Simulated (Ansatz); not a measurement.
# BH2Cl (SMILES BCl) at HF/STO-3G

What is the electronic atomisation energy of BH2Cl at HF/STO-3G? 

The calculation is run with Ansatz 0.2.0.

44 further runs of the same task are left out: 44 set aside as unsound or not needed.

## (1) Starting point

The species is BH2Cl (4 atoms), meant as a singlet with charge 0. As SMILES, `BCl`. The coordinates come from a PBE0-D4/def2-TZVP relaxation.

Bond lengths: B1–Cl2 1.733 Å, B1–H3 1.190 Å, B1–H4 1.190 Å. Angles: Cl2–B1–H3 118.1°, Cl2–B1–H4 118.1°, H3–B1–H4 123.7°.

## (2) The energy at HF/STO-3G

File molecule.yaml:

```yaml
crystal:
  periodic: [false, false, false]
  atoms:
    - symbol: B
      position_ang: [-0.116700, 0.021700, -0.075300]
    - symbol: Cl
      position_ang: [1.365000, -0.395300, 0.721200]
    - symbol: H
      position_ang: [-1.106200, -0.559500, 0.240400]
    - symbol: H
      position_ang: [-0.086600, 0.872800, -0.906600]
basis:
  gaussian:
    orbitals: STO-3G
accuracy: high
hamiltonian:
  xc: hf
output:
  orbitals: {seedname: orbitals}
```

The run is started by

```
$ ansatz run molecule.yaml --threads 1 --pin off --max-ram 3480MiB --events-out events.jsonl --progress --plain --runs-dir runs
```

The log of the run:

```text
Warning: RAYON_NUM_THREADS=1 ignored (pool sized by the plan → 1); use --threads N
Functional definition: HF
  name "HF"
  exchange = exact_x
  correlation = 0
263 factors; integrals over basis functions are off by at most 1.2e-8 eV
mean field evaluation 1: about -13063.6476 eV, gradient 1.7e1 eV
mean field evaluation 2: about -13063.6700 eV, gradient 1.7e1 eV
mean field evaluation 4: about -13064.9627 eV, gradient 8.6e-1 eV
mean field evaluation 8: about -13064.9657 eV, gradient 4.6e-6 eV
mean field -13064.96573360 eV, -480.1286349581 hartree, gradient 9.6e-8 eV, S^2 0.000000; 0 other end points of the search recorded, 0 dependent functions left out
reference -13064.96573360 eV, -480.1286349581 hartree; 12, 12 occupied and 4, 4 virtual orbitals, 263 factors
Total energy: -13064.96573360 eV, -480.1286349581 hartree
```

Wall time 0.08 s (1 thread of Arm Neoverse V2, shared host).

## (3) The B atom at the same level

File input.yaml:

```yaml
crystal:
  periodic: [false, false, false]
  atoms:
    - {symbol: B, position_ang: [0.000000, 0.000000, 0.000000]}
basis:
  gaussian:
    orbitals: STO-3G
magnetization:
  spin_polarized: true
  initial_magnetization: 1
hamiltonian:
  xc: hf
accuracy: high
```

Run the same way, it converges to -24.14899 Eh (log not shown).

## (4) The Cl atom

input.yaml: that of step 3 with these lines changed.

```diff
@@ -3,3 +3,3 @@
   atoms:
-    - {symbol: B, position_ang: [0.000000, 0.000000, 0.000000]}
+    - {symbol: Cl, position_ang: [0.000000, 0.000000, 0.000000]}
 basis:
```

Run the same way, it converges to -454.54219 Eh (log not shown).

## (5) The H atom at the same level

input.yaml: that of step 4 with these lines changed.

```diff
@@ -3,3 +3,3 @@
   atoms:
-    - {symbol: Cl, position_ang: [0.000000, 0.000000, 0.000000]}
+    - {symbol: H, position_ang: [0.000000, 0.000000, 0.000000]}
 basis:
```

Run the same way, it converges to -0.46658 Eh (log not shown).

## (6) Summary of results

At HF/STO-3G:

| quantity | value |
| --- | --- |
| molecule: total energy | -480.12863 Eh |
| molecule: HOMO energy | -10.58 eV |
| molecule: LUMO energy | 5.63 eV |
| molecule: HOMO–LUMO gap | 16.21 eV |
| B atom: total energy | -24.14899 Eh |
| B atom: ⟨S²⟩ | 0.750 |
| Cl atom: total energy | -454.54219 Eh |
| Cl atom: ⟨S²⟩ | 0.750 |
| H atom: total energy | -0.46658 Eh |
| H atom: ⟨S²⟩ | 0.750 |
| electronic atomisation energy | 13.722 eV |

Taking the molecule apart into free atoms costs 13.72 eV (316 kcal/mol), before zero-point energy and without spin-orbit coupling. Hartree–Fock lacks the correlation of the bonding pairs, which as a rule makes this value much too low; in minimal bases other errors can mask that. In a minimal basis such a difference can be off by several eV, whatever the method.
